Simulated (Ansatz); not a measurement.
**InH5S (SMILES [SH2+][InH3-]): energies and forces away from the minimum**

The task here is to estimate one member of a computed series from the others.

Program: Ansatz 0.2.0, Gaussian basis. Level of theory: single points with forces in def2-TZVPP. These are calculated values, not measurements.

Levels: PBE-D4, r2SCAN-D4, PBE0-D4, wB97M-V, Hartree-Fock, MP2, CCSD, CCSD(T). Each coordinate is moved by a Gaussian draw of the width named (0.7 of it for atoms other than hydrogen): 0.09, 0.06, 0.09, 0.09 Å.

Cores are frozen in the correlated methods. Filled d shells of the heavier atoms are correlated. Core potentials replace the inner electrons past krypton, and spin-orbit coupling is left out.

5 further runs of the same task are left out: 5 set aside as unsound or not needed.

## Starting geometry

SMILES `[SH2+][InH3-]`, 7 atoms, charge 0, spin multiplicity 1.

Atoms are counted from 1 here; the program's logs count them from 0.

Bond lengths: S1–In2 2.441 Å, S1–H3 1.361 Å, S1–H4 1.361 Å, In2–H5 1.813 Å, In2–H6 1.816 Å, In2–H7 1.835 Å. Angles: In2–S1–H3 108.4°, In2–S1–H4 108.1°, H3–S1–H4 114.9°, S1–In2–H5 110.6°, S1–In2–H6 110.0°, S1–In2–H7 108.2°, H5–In2–H6 109.7°, H5–In2–H7 109.4°, H6–In2–H7 108.8°.

Coordinates:

```xyz
7
H5InS
S    -0.5422   -1.4537    0.0210
In    0.1205    0.8851   -0.2058
H    -0.9587   -1.6595    1.2999
H     0.5052   -2.2295   -0.3723
H    -0.9532    1.7414   -1.3898
H     0.0358    1.7131    1.4080
H     1.8538    0.9351   -0.8066
```

The first run:

Contents of pre/in.yaml:

```yaml
crystal:
  periodic: [false, false, false]
  atoms:
    - {symbol: S, position_ang: [-0.542200, -1.453700, 0.021000]}
    - {symbol: In, position_ang: [0.120500, 0.885100, -0.205800]}
    - {symbol: H, position_ang: [-0.958700, -1.659500, 1.299900]}
    - {symbol: H, position_ang: [0.505200, -2.229500, -0.372300]}
    - {symbol: H, position_ang: [-0.953200, 1.741400, -1.389800]}
    - {symbol: H, position_ang: [0.035800, 1.713100, 1.408000]}
    - {symbol: H, position_ang: [1.853800, 0.935100, -0.806600]}
basis:
  gaussian: {orbitals: def2-SVP}
hamiltonian: {xc: pbe, dispersion: d4}
relax: {f_tol: 0.03, max_steps: 250}
```

No record of the launch command was kept for these runs.

Steps of the session up to this table: A first relaxation in a small basis; Finding the minimum; Reference energies at the minimum; Structure 1, width 0.09 Å; Structure 2, width 0.06 Å; Structure 3, width 0.09 Å; Structure 4, width 0.09 Å.

One table of the session follows, with a row left open; its other results are not shown here.

```
   method  RMS force component (eV/Å)  angle to CCSD(T) forces (°)  dipole (D)
   PBE-D4                           ?                            ?           ?
r2SCAN-D4                       0.972                          2.3        3.84
  PBE0-D4                       1.000                          2.2        3.82
  wB97M-V                       1.020                          0.9        3.78
  CCSD(T)                       1.012                    reference        3.77
```

Estimate the missing values for PBE-D4.

The run gave: RMS force component (eV/Å): 0.919; angle to CCSD(T) forces (°): 9.0; dipole (D): 3.78. In the column «RMS force component (eV/Å)» it is the lowest.
